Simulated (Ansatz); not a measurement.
**C₄H₁₁BO: one species, many methods**

One table from this session's results is given with a row withheld; the runs are named, their logs left out.

Method: functionals in def2-TZVPP, the program's frozen cores in correlated methods; program: Ansatz 0.2.0, Gaussian basis.

The runs, in order: LDA (SPW92), PBE-D4, revPBE-D4, BLYP-D4, r2SCAN-D4, B97M-V, PBE0-D4, B3LYP-D4, r2SCANh-D4, r2SCAN0-D4, HSE06-D4, BHLYP-D4, CAM-B3LYP-D4, LC-ωPBE, ωB97X-V, ωB97M-V, B2PLYP, PBE-QIDH; CCSD(T)/def2-SVP; MP2/def2-TZVPP; MP2/def2-QZVPP; RPA on PBE.

### The relaxed structure

The geometry comes from an earlier relaxation with PBE0-D4 in a triple-zeta def2 set; it is a stationary point, not always the lowest conformer.

SMILES `CCB(O)CC`, 17 atoms, charge 0, spin multiplicity 1.

Atoms are counted from 1 here; the program's logs count them from 0.

Bond lengths: C1–C2 1.525 Å, C1–H7 1.093 Å, C1–H8 1.093 Å, C1–H9 1.093 Å, C2–B3 1.573 Å, C2–H10 1.102 Å, C2–H11 1.095 Å, B3–O4 1.365 Å, B3–C5 1.581 Å, O4–H12 0.961 Å, C5–C6 1.534 Å, C5–H13 1.098 Å, C5–H14 1.095 Å, C6–H15 1.092 Å, C6–H16 1.094 Å, C6–H17 1.093 Å. Angles: C2–C1–H7 111.4°, C2–C1–H8 111.7°, C2–C1–H9 111.7°, H7–C1–H8 107.2°, H7–C1–H9 107.2°, H8–C1–H9 107.3°, C1–C2–B3 116.8°, C1–C2–H10 108.8°, C1–C2–H11 110.8°, B3–C2–H10 104.9°, B3–C2–H11 109.8°, H10–C2–H11 104.9°, C2–B3–O4 116.0°, C2–B3–C5 123.9°, O4–B3–C5 120.1°, B3–O4–H12 113.0°, B3–C5–C6 111.1°, B3–C5–H13 110.6° and more.

The first run:

Input file in.yaml:

```yaml
crystal:
  periodic: [false, false, false]
  atoms:
    - {symbol: C, position_ang: [-0.807127, -0.357827, -1.825917]}
    - {symbol: C, position_ang: [-0.253491, -1.371973, -0.830058]}
    - {symbol: B, position_ang: [0.290161, -0.803849, 0.532224]}
    - {symbol: O, position_ang: [0.128169, -1.607319, 1.624164]}
    - {symbol: C, position_ang: [0.993042, 0.604397, 0.681290]}
    - {symbol: C, position_ang: [-0.026909, 1.698547, 1.023546]}
    - {symbol: H, position_ang: [-1.714120, 0.120269, -1.446460]}
    - {symbol: H, position_ang: [-1.064042, -0.825620, -2.779418]}
    - {symbol: H, position_ang: [-0.086050, 0.436425, -2.037184]}
    - {symbol: H, position_ang: [0.607943, -1.883955, -1.287758]}
    - {symbol: H, position_ang: [-0.983256, -2.164792, -0.636967]}
    - {symbol: H, position_ang: [0.526196, -1.244626, 2.419987]}
    - {symbol: H, position_ang: [1.759404, 0.572221, 1.466644]}
    - {symbol: H, position_ang: [1.512687, 0.878689, -0.242604]}
    - {symbol: H, position_ang: [-0.783249, 1.798054, 0.241512]}
    - {symbol: H, position_ang: [-0.553161, 1.478584, 1.956633]}
    - {symbol: H, position_ang: [0.453803, 2.672765, 1.140385]}
basis:
  gaussian: {orbitals: def2-TZVPP}
hamiltonian: {xc: lda}
output: {orbitals: {seedname: orbitals}}
```

Run with:

```
ansatz run in.yaml --threads 4 --pin off --events-out ev --progress --plain --max-ram 11315MiB
```

Among the steps run: LDA; PBE-D4 (GGA); revPBE-D4 (GGA); BLYP-D4 (GGA); r2SCAN-D4 (meta-GGA); B97M-V (meta-GGA); PBE0-D4 (hybrid); B3LYP-D4 (hybrid); r2SCANh-D4 (hybrid); r2SCAN0-D4 (hybrid); HSE06-D4 (hybrid); BHLYP-D4 (hybrid); CAM-B3LYP-D4 (range-separated); LC-ωPBE (range-separated); ωB97X-V (range-separated); ωB97M-V (range-separated); B2PLYP (double hybrid); PBE-QIDH (double hybrid).

One table of the session follows, with a row left open; its other results are not shown here.

It belongs to the step «Frontier levels by functional». 

```
  functional  HOMO (eV)  LUMO (eV)  gap (eV)
 LDA (SPW92)      -6.54      -0.85      5.69
      PBE-D4      -6.45      -0.59      5.86
   revPBE-D4      -6.40      -0.47      5.93
     BLYP-D4      -6.38      -0.48      5.90
   r2SCAN-D4      -6.71      -0.17      6.54
      B97M-V      -6.84      -0.30      6.54
     PBE0-D4      -7.83       0.38      8.21
    B3LYP-D4          ?          ?         ?
  r2SCANh-D4      -7.22       0.16      7.39
  r2SCAN0-D4      -8.00       0.65      8.65
    HSE06-D4      -7.42       0.00      7.42
    BHLYP-D4      -9.18       1.21     10.39
CAM-B3LYP-D4      -9.27       1.33     10.60
     LC-ωPBE     -10.58       2.62     13.20
     ωB97X-V     -10.25       2.41     12.66
     ωB97M-V     -10.13       2.03     12.15
```

**Question.** Estimate the row for B3LYP-D4.

Worked estimate for «HOMO (eV)». Against the share of exact exchange, BLYP-D4 (0, -6.38), BHLYP-D4 (0.5, -9.18) give a slope of -5.60 per unit share; at 0.2 the line stands at -7.50.

**Answer.** HOMO (eV): -7.65; LUMO (eV): 0.11; gap (eV): 7.76. In «HOMO (eV)» the line misses by +0.15.
